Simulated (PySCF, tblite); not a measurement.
**C₄H₂ClSe radical: geometry, infrared bands and EPR parameters**

Aim: predict the infrared bands and EPR parameters of C₄H₂ClSe radical (`Clc1cc[c][se]1`).

Programs: tblite 0.8.0 and PySCF 2.14.0, with density-fitted response routines of our own. Each step states its level of theory. These are calculated values for one molecule in the gas phase, unless marked as measured. Atoms are numbered from 0 throughout.

## (1) The molecule as given

8 atoms, charge 0, multiplicity 2; geometry from: force field or distance geometry start.

Bonds of the start (Å): Cl0–C1 1.77, C1–C2 1.35, C2–C3 1.35, C3–C4 1.34, C4–Se5 1.90, Se5–C1 1.92, C2–H6 1.11, C3–H7 1.13.

## (2) Optimising the geometry with GFN2-xTB

Job settings and geometry (Å):

```
{"job": {"kind": "relax", "xc": "GFN2-xTB", "basis": "xTB"}, "charge": 0, "multiplicity": 2}
Cl     2.826900    -0.131600    -0.180100
C      1.108700     0.260900    -0.047600
C      0.085100    -0.621000    -0.071300
C     -1.168800    -0.128300     0.042300
C     -1.394100     1.176400     0.217000
Se     0.322500     1.999800     0.198500
H      0.277800    -1.707400    -0.211300
H     -2.048900    -0.839400     0.027900
```

The run is started by

```bash
$ OMP_NUM_THREADS=1 python probes_run.py task.json out
```

This one command runs all jobs of the session in turn.

**Question.** This job is followed by: GFN2-xTB harmonic vibrations, gas phase; UKS B3LYP, def2-TZVP-core on Se, pcH-1 on C Cl H, non-relativistic, mean-field spin-orbit, GIAO. What will the session give for the following? strongest single infrared mode (GFN2-xTB); zero-point energy (GFN2-xTB); g(iso) (B3LYP); ⟨S²⟩; largest a(iso); surface potential, 1st and 99th percentile.

As calculated:

| quantity | value |
| --- | --- |
| strongest single infrared mode (GFN2-xTB) | 1440 cm⁻¹, 55 km/mol |
| zero-point energy (GFN2-xTB) | 26.2 kcal/mol |
| g(iso) (B3LYP) | 1.99830 |
| ⟨S²⟩ | 0.761 (exact 0.75) |
| largest a(iso) | 13C on C4, 510.7 MHz |
| surface potential, 1st and 99th percentile | -0.44 V and 1.17 V |

In words: Relaxing lowered the energy by 0.469 eV in 20 steps; the close pair that moved most is C2–C3, from 1.352 to 1.430 Å. No mode is imaginary among the 18: a minimum at this level. The strongest single mode, at 1440 cm⁻¹, is spread over several atoms, C1, C2, C4, C3 among them. GFN2-xTB is a fitted tight-binding method: band positions and strengths are rough. Its intensities can rank the bands wrongly. C4 carries the largest spin population, 0.99 e. The isotropic g lies 4.0 ppt below the free-electron value. The hyperfine terms hold no scalar relativity, which the heavier nuclei need.
